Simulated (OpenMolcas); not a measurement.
**Sm³⁺ among point charges: CASSCF levels and susceptibility**

How does a field of 8 point charges split the states of Sm³⁺, and what χT follows?

Method: state-averaged CASSCF, spin-orbit coupling by RASSI with atomic mean-field integrals. Code: OpenMolcas 26.06.

### Step 1. The system

| Item | Value |
| --- | --- |
| Species | Sm³⁺ (samarium, Z = 62, 59 electrons) |
| Basis | ANO-RCC-VDZP [7s6p4d2f1g], 68 functions |
| Scalar Hamiltonian | DKH2, point nucleus |
| Inactive shells | 1s 2s 2p 3s 3p 3d 4s 4p 4d 5s 5p |
| Active space | 5 electrons in 7 orbitals (4f) |
| Some configurations of this space | 4f5 |
| Orbitals | optimised for the highest spin of each parity, averaged over all roots |

Outer shells as boxes (Hund's rule):

4f5
```
4f [↑ ][↑ ][↑ ][↑ ][↑ ][  ][  ]
```

The ion sits among 8 point charges of -2 e arranged as a cube (Oh), 3.05 Å from the ion.

The work runs as a chain of OpenMolcas steps in one folder; each step below is one input file. Labels, J, g values, rates, χT and fits are worked out afterwards by a script from the matrices that RASSI stores. The input lists half of the charges; inversion (Group=XYZ) makes the rest.

### Step 2. Basis and integrals

Input file a.inp:

```
&GATEWAY
Coord
1

Sm 0.0 0.0 0.0
Basis=ANO-RCC-VDZP
Group=XYZ
NoMove
AngMom=0.0 0.0 0.0
AMFI
XField
4 Angstrom 0
1.760918 1.760918 1.760918 -2.000000
1.760918 1.760918 -1.760918 -2.000000
1.760918 -1.760918 1.760918 -2.000000
1.760918 -1.760918 -1.760918 -2.000000
&SEWARD
```

Launch:

```bash
$ OMP_NUM_THREADS=1 MOLCAS_MEM=2252 MOLCAS_PROJECT=a pymolcas a.inp > a.log
```

### Step 3. Reference wave functions, sextets of odd parity, 21 roots

Input file a.inp:

```
&RASSCF
FileOrb=start.orb
Symmetry=2
Spin=6
nActEl=5 0 0
Inactive=15 12
Ras2=0 7
CIRoot=21 21 1
SDav=21
CIMx=300
Iter=120 100
PrWF=0.3
OrbListing=Nothing
MaxOrb=0
>>> COPY $Project.JobIph JOB001
```

start.orb holds the contracted functions of the basis, ordered by shell, or the orbitals of the step before.

### Step 4. CASSCF: quartets of odd parity, 162 roots

Input file a.inp:

```
&RASSCF
FileOrb=start.orb
Symmetry=2
Spin=4
nActEl=5 0 0
Inactive=15 12
Ras2=0 7
CIRoot=162 162 1
SDav=224
CIMx=300
Iter=120 100
PrWF=0.3
OrbListing=Nothing
MaxOrb=0
CIOnly
>>> COPY $Project.JobIph JOB002
```

### Step 5. CASSCF: doublets of odd parity, 162 roots

Input file a.inp:

```
&RASSCF
FileOrb=start.orb
Symmetry=2
Spin=2
nActEl=5 0 0
Inactive=15 12
Ras2=0 7
CIRoot=162 162 1
SDav=490
CIMx=300
Iter=120 100
PrWF=0.3
OrbListing=Nothing
MaxOrb=0
CIOnly
>>> COPY $Project.JobIph JOB003
```

### Step 6. RASSI: spin-orbit coupling between the states

Input file a.inp:

```
&RASSI
NrOfJobIphs=3 21 108 40
1 2 3 4 5 6 7 8 9 10 11 12 13 14 15 16 17 18 19 20 21
1 2 3 4 5 6 7 8 9 10 11 12 13 14 15 16 17 18 19 20 21 22 23 24 25 26 27
28 29 30 31 32 33 34 35 36 37 38 39 40 41 42 43 44 45 46 47 48 49 50 51
52 53 54 55 56 57 58 59 60 61 62 63 64 65 66 67 68 69 70 71 72 73 74 75
76 77 78 79 80 81 82 83 84 85 86 87 88 89 90 91 92 93 94 95 96 97 98 99
100 101 102 103 104 105 106 107 108
1 2 3 4 5 6 7 8 9 10 11 12 13 14 15 16 17 18 19 20 21 22 23 24 25 26 27
28 29 30 31 32 33 34 35 36 37 38 39 40
IphNames
JOB001
JOB002
JOB003
EJob
SpinOrbit
DIPRint=1.0
SOCoupling=1000.0
Subsets=2
Property=9
'ANGMOM' 1 'ANGMOM' 2 'ANGMOM' 3 'MLTPL  1' 1 'MLTPL  1' 2 'MLTPL  1' 3
'AMFI' 1 'AMFI' 2 'AMFI' 3
SOProperty=3
'ANGMOM' 1 'ANGMOM' 2 'ANGMOM' 3
```

**Question.** What will these runs give? Wanted: spin-free ground state; first state of the same spin within the active space; lowest level; next level.

As calculated:

```
                                            quantity                            value
                                              method                           CASSCF
                              spin-free ground state  6T1, 3-fold in its orbital part
first state of the same spin within the active space                 6T2 at 6.83 cm⁻¹
                                        lowest level                        4-fold Γ8
                                          next level                        43.4 cm⁻¹
                                         χT at 300 K                   0.31 cm³ K/mol
                           effective moment at 300 K                          1.56 μB
```

**Reading.** The spin-free ground state (6T1) comes to 100 % from free-ion H terms and keeps the highest spin of the shell. The quartets, doublets rest on orbitals optimised for another spin in at least one step, which raises them against the optimised states. Not all states of the active space went into the spin-orbit step. High states of lower spin are left out of the spin-orbit mixing, and CASSCF puts spin-flip levels too high. Point charges carry no covalency, so the field is a model and not that of real ligands.
